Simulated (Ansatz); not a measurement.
# Fe (Fe, isolated atom): the cost of one run

Program: Ansatz 0.2.0. Level of theory: DFT, plane waves (420 eV) with PBE-made PAW files, scalar-relativistic; functionals as named at each step. These are calculated values, not measurements.

**1. The system as given**

The box measures 14.0 × 14.4 × 14.8 Å; its three sides differ, so that it imposes no cubic symmetry.

Coordinates:

```
CELL_PARAMETERS angstrom
14.00000 0.00000 0.00000
0.00000 14.40000 0.00000
0.00000 0.00000 14.80000
ATOMIC_POSITIONS crystal
Fe 0.50000 0.50000 0.50000
```

**2. PBE single point**

The run with PBE.

The input, input.yaml:

```yaml
crystal:
  lattice:
    - [14.0, 0.0, 0.0]
    - [0.0, 14.4, 0.0]
    - [0.0, 0.0, 14.8]
  atoms:
    - { symbol: Fe, position: [0.5, 0.5, 0.5], spin: 4.0 }
  symmetry: { detect: false, time_reversal: true }
hamiltonian:
  xc: pbe
  pseudopotentials:
    kind: paw
    azcp:
      Fe: "pseudopotentials/Fe.paw.azcp"
basis:
  ecutwfc: 420
  fft_grid_basis: typed
kpoints:
  mp_grid: { grid: [1, 1, 1], shift: [0, 0, 0] }
magnetization:
  spin_polarized: true
scf:
  occupations: { method: fermi_dirac, width: 0.01 }
```

The run is started by

```sh
ansatz run input.yaml --threads 4 --pin off --max-ram 10240MiB --backend cpu --events-out ev --progress --plain --runs-dir out
```

What time and memory should one allow on 4 threads of Arm Neoverse V1, shared host?

About 27 s, with a peak of 1.6 GiB.
